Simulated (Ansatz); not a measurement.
**Te4Pt3 in Ansatz: the effect of pseudo set**

The system is Te4Pt3.

```
Pt Te
1.0
     1.99400    1.15124   11.79667
    -1.99400    1.15124   11.79667
     0.00000   -2.30247   11.79667
Pt Te
3 4
Cartesian
  0.0000 0.0000 30.2231
  0.0000 0.0000 5.1669
  0.0000 0.0000 0.0000
  0.0000 0.0000 24.9500
  0.0000 0.0000 10.4401
  0.0000 0.0000 19.7122
  0.0000 0.0000 15.6778
```

Alike in all runs:

- Program: Ansatz 0.2.0
- Task: single point
- Functional: PBEsol
- k mesh: 8 × 8 × 8
- Occupations: fermi-dirac, width 0.05 eV
- Spin: no spin polarisation

```tsv
pseudo set	cutoff	pressure (GPa)	largest force (eV/Å)
Ansatz PAW	420 eV (not typed: the program's choice for these potentials)	-1.2	0.63
JTH PAW	750 eV (not typed: the program's choice for these potentials)	0.2	0.41
PseudoDojo standard	1143 eV	-1.4	0.64
PseudoDojo stringent	1388 eV	?	?
Ansatz PAW earlier set	640 eV (not typed: the program's choice for these potentials)	-1.2	0.63
```

**Question.** What does the run with pseudo set PseudoDojo stringent give?

**Answer.** Pressure -1.3 GPa; largest force 0.65 eV/Å.

Caveats: the PAW data sets come from PBE, with cores solved anew for the run's functional, which leaves a small shift of forces and pressure (some runs).

The runs don't all hold the same shells in valence.
